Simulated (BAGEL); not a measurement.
# CH6NPSi (SMILES C1NP[SiH2]1): levels of theory compared

Wanted: a comparison of 4 runs (B3LYP/6-31G*, B3LYP/def2-SVP, PBE0/def2-SVP, RI-MP2/def2-SVP) of CH6NPSi. 

The results are computed with BAGEL 1.2.2.

2 further runs of the same task are left out: 2 set aside as unsound or not needed.

## Step 1: The structure to begin with

CH6NPSi has 10 atoms, charge 0, and is taken as a singlet. SMILES: `C1NP[SiH2]1`. The coordinates come from a PBE0-D4/def2-TZVP relaxation.

Bond lengths: C1–N2 1.466 Å, N2–P3 1.737 Å, C1–Si4 1.900 Å, P3–Si4 2.263 Å, C1–H5 1.094 Å, C1–H6 1.100 Å, N2–H7 1.012 Å, P3–H8 1.446 Å, Si4–H9 1.486 Å, Si4–H10 1.487 Å. Some angles: C1–N2–P3 108.8°, N2–C1–Si4 91.6°, N2–P3–Si4 73.5°, C1–Si4–P3 77.1°, C1–N2–H7 117.6°, P3–N2–H7 119.0°, N2–C1–H5 113.0°, N2–C1–H6 113.4°, Si4–C1–H5 118.7°, Si4–C1–H6 110.6°.

## Step 2: A single-point energy at B3LYP/6-31G(d) (density fitting with qzvpp-jkfit, spherical functions) (run 1)

Contents of input.json:

```json
{ "bagel" : [

{
  "title" : "molecule",
  "basis" : "6-31gs.json",
  "df_basis" : "qzvpp-jkfit",
  "angstrom" : "true",
  "geometry" : [
    { "atom" : "C", "xyz" : [   -0.518900,    0.753700,   -0.280300 ] },
    { "atom" : "N", "xyz" : [    0.388700,    0.867200,    0.865200 ] },
    { "atom" : "P", "xyz" : [    0.973900,   -0.716000,    1.275900 ] },
    { "atom" : "Si", "xyz" : [    0.382300,   -0.797300,   -0.907400 ] },
    { "atom" : "H", "xyz" : [   -0.525900,    1.647300,   -0.910700 ] },
    { "atom" : "H", "xyz" : [   -1.554200,    0.512400,    0.003600 ] },
    { "atom" : "H", "xyz" : [    0.126500,    1.500500,    1.609100 ] },
    { "atom" : "H", "xyz" : [   -0.253100,   -1.393600,    1.631500 ] },
    { "atom" : "H", "xyz" : [    1.493100,   -0.499900,   -1.848100 ] },
    { "atom" : "H", "xyz" : [   -0.429200,   -1.925500,   -1.435800 ] }
  ]
},
{ "title" : "ks", "xc_func" : "b3lyp" },
{ "title" : "print", "file" : "orbitals.molden", "orbitals" : "true" }

]}
```

The basis set 6-31G* is read from a file made from the Basis Set Exchange's data (not shown).

Started as:

```
BAGEL_NUM_THREADS=1 BAGEL input.json > input.out
```

The program printed:

```text
* using 1 threads per process

  ===============================================================
  ===============================================================

  *** Geometry ***

  { "atom" : "C", "xyz" : [     -0.980579,      1.424287,     -0.529690 ] },
  { "atom" : "N", "xyz" : [      0.734537,      1.638770,      1.634991 ] },
  { "atom" : "P", "xyz" : [      1.840404,     -1.353044,      2.411102 ] },
[... 6 lines of this table left out ...]
  { "atom" : "H", "xyz" : [     -0.811070,     -3.638668,     -2.713269 ] },

  Number of auxiliary basis functions:      516

  Since a DF basis is specified, we compute 2- and 3-index integrals:
    o Being stored without compression. Storage requirement is 0.024 GB

  Number of basis functions:       76
  Number of electrons      :       48

    * METHOD: MOLECULE                             0.24

  *** Kohn-Sham DFT ***

    * Removing 19559 points whose weight is below 1.00e-10
    * Grid points: 129501

  === Nuclear Repulsion ===
   222.3692007122

       - DIIS with orbital gradients will be used.

  === KS iteration (b3lyp / 6-31gs.json) ===
      0       -697.03850699          0.14214802           0.36
      1       -695.32184391          0.12845291           0.34
      2       -688.35246630          0.16003930           0.35
[... 16 lines of this table left out ...]
     19       -727.27222397          0.00000001           0.35
    * SCF iteration converged.

    * Permanent dipole moment:
           (    0.635207,    -0.203270,     0.188532) a.u.

    * METHOD: KS                                   7.62

    * METHOD: PRINT                                0.01

  ===============================================================
```

Run time: 8.1 s. Hardware: 1 thread of Arm Neoverse V2, shared host; peak memory 0.48 GiB.

## Step 3: A single-point energy at B3LYP/def2-SVP (density fitting with qzvpp-jkfit) (run 2)

Contents of dft.json:

```json
{ "bagel": [

{
  "title": "molecule",
  "basis": "svp",
  "df_basis": "qzvpp-jkfit",
  "angstrom": true,
  "geometry": [
    { "atom": "C", "xyz": [   -0.518900,    0.753700,   -0.280300 ] },
    { "atom": "N", "xyz": [    0.388700,    0.867200,    0.865200 ] },
    { "atom": "P", "xyz": [    0.973900,   -0.716000,    1.275900 ] },
    { "atom": "Si", "xyz": [    0.382300,   -0.797300,   -0.907400 ] },
    { "atom": "H", "xyz": [   -0.525900,    1.647300,   -0.910700 ] },
    { "atom": "H", "xyz": [   -1.554200,    0.512400,    0.003600 ] },
    { "atom": "H", "xyz": [    0.126500,    1.500500,    1.609100 ] },
    { "atom": "H", "xyz": [   -0.253100,   -1.393600,    1.631500 ] },
    { "atom": "H", "xyz": [    1.493100,   -0.499900,   -1.848100 ] },
    { "atom": "H", "xyz": [   -0.429200,   -1.925500,   -1.435800 ] }
  ]
},
{ "title": "ks", "xc_func": "b3lyp" },
{ "title": "print", "file": "orbitals.molden", "orbitals": true }

]}
```

Started as:

```
BAGEL_NUM_THREADS=1 BAGEL dft.json > dft.out
```

The program printed:

```text
* using 1 threads per process

  ===============================================================
  ===============================================================

  *** Geometry ***

  { "atom" : "C", "xyz" : [     -0.980579,      1.424287,     -0.529690 ] },
  { "atom" : "N", "xyz" : [      0.734537,      1.638770,      1.634991 ] },
  { "atom" : "P", "xyz" : [      1.840404,     -1.353044,      2.411102 ] },
[... 6 lines of this table left out ...]
  { "atom" : "H", "xyz" : [     -0.811070,     -3.638668,     -2.713269 ] },

  Number of auxiliary basis functions:      516

  Since a DF basis is specified, we compute 2- and 3-index integrals:
    o Being stored without compression. Storage requirement is 0.036 GB

  Number of basis functions:       94
  Number of electrons      :       48

    * METHOD: MOLECULE                             0.24

  *** Kohn-Sham DFT ***

    * Removing 19559 points whose weight is below 1.00e-10
    * Grid points: 129501

  === Nuclear Repulsion ===
   222.3692007122

       - DIIS with orbital gradients will be used.

  === KS iteration (b3lyp / svp) ===
      0       -697.21346798          0.11472834           0.47
      1       -692.26170357          0.13164508           0.43
      2       -686.15115643          0.13410811           0.41
[... 17 lines of this table left out ...]
     20       -727.04841396          0.00000000           0.42
    * SCF iteration converged.

    * Permanent dipole moment:
           (    0.558110,    -0.191783,     0.146955) a.u.

    * METHOD: KS                                   9.68

    * METHOD: PRINT                                0.01

  ===============================================================
```

Run time: 10 s. Hardware: 1 thread of Arm Neoverse V2, shared host; peak memory 0.56 GiB.

Run 3 isn't shown in full; the table further down has it.

## Step 4: The energy at RI-MP2/def2-SVP (density fitting with qzvpp-jkfit) (run 4)

Contents of mp2.json:

```json
{ "bagel": [

{
  "title": "molecule",
  "basis": "svp",
  "df_basis": "qzvpp-jkfit",
  "angstrom": true,
  "geometry": [
    { "atom": "C", "xyz": [      -0.518900,       0.753700,      -0.280300 ] },
    { "atom": "N", "xyz": [       0.388700,       0.867200,       0.865200 ] },
    { "atom": "P", "xyz": [       0.973900,      -0.716000,       1.275900 ] },
    { "atom": "Si", "xyz": [       0.382300,      -0.797300,      -0.907400 ] },
    { "atom": "H", "xyz": [      -0.525900,       1.647300,      -0.910700 ] },
    { "atom": "H", "xyz": [      -1.554200,       0.512400,       0.003600 ] },
    { "atom": "H", "xyz": [       0.126500,       1.500500,       1.609100 ] },
    { "atom": "H", "xyz": [      -0.253100,      -1.393600,       1.631500 ] },
    { "atom": "H", "xyz": [       1.493100,      -0.499900,      -1.848100 ] },
    { "atom": "H", "xyz": [      -0.429200,      -1.925500,      -1.435800 ] }
  ]
},

{
  "title": "hf",
  "charge": 0
},

{
  "title": "mp2",
  "charge": 0,
  "ncore": 12
}

]}
```

Started as:

```
BAGEL_NUM_THREADS=1 BAGEL mp2.json > mp2.out
```

The program printed:

```text
* using 1 threads per process

  ===============================================================
  ===============================================================

  *** Geometry ***

  { "atom" : "C", "xyz" : [     -0.980579,      1.424287,     -0.529690 ] },
  { "atom" : "N", "xyz" : [      0.734537,      1.638770,      1.634991 ] },
  { "atom" : "P", "xyz" : [      1.840404,     -1.353044,      2.411102 ] },
[... 6 lines of this table left out ...]
  { "atom" : "H", "xyz" : [     -0.811070,     -3.638668,     -2.713269 ] },

[... 23 lines left out ...]
    * SCF iteration converged.
[... 1 line left out ...]
    * Permanent dipole moment:
[... 2 lines left out ...]
    * METHOD: HF                                   1.28

  *** RHF ***

  === Nuclear Repulsion ===
   222.3692007122

      * DIIS with orbital gradients will be used.

  === RHF iteration (svp) ===
      0       -725.17614815          0.00000000           0.08
    * SCF iteration converged.

    * Permanent dipole moment:
           (    0.640666,    -0.093998,     0.246996) a.u.

  === DF-MP2 calculation ===

    * freezing 12 orbitals
    * 3-index integral transformation done
    * assembly done

      MP2 correlation energy:   -0.5202244519      0.05

      MP2 total energy:       -725.6963725987

    * METHOD: MP2                                  0.23

  ===============================================================
```

Run time: 1.9 s. Hardware: 1 thread of Arm Neoverse V2, shared host; peak memory 0.14 GiB.

## Step 5: The series

| run | level | frozen core orbitals | energy (Eh) | dipole moment (D) | HOMO energy (eV) | LUMO energy (eV) | wall time |
| --- | --- | --- | --- | --- | --- | --- | --- |
| 1 | B3LYP/6-31G* (density fitting with qzvpp-jkfit, spherical functions) | – | -727.272224 | 1.76 | -6.19 | -0.30 | 8.1 s |
| 2 | B3LYP/def2-SVP (density fitting with qzvpp-jkfit) | – | -727.048414 | 1.55 | -6.27 | -0.13 | 10 s |
| 3 | PBE0/def2-SVP (density fitting with qzvpp-jkfit) | – | -726.650050 | 1.70 | -6.53 | 0.01 | 9.6 s |
| 4 | RI-MP2/def2-SVP (density fitting with qzvpp-jkfit) | 12 | -725.696373 | – | – | – | 1.9 s |

## Step 6: Outcome

| quantity | value |
| --- | --- |
| run 4: total energy | -725.69637 Eh |
| run 4: correlation energy (12 core orbitals frozen) | -520.2 mEh |

What this shows: Over runs 1, 2, 3 the dipole moment (its size) runs from 1.55 D (B3LYP/def2-SVP) to 1.76 D (B3LYP/6-31G*). Over runs 1, 2, 3 the HOMO–LUMO gap runs from 5.89 eV (B3LYP/6-31G*) to 6.54 eV (PBE0/def2-SVP). The two ends differ in method and basis. Totals of different functionals can't be ranked against each other. All runs together took 30 s, the longest 10 s.
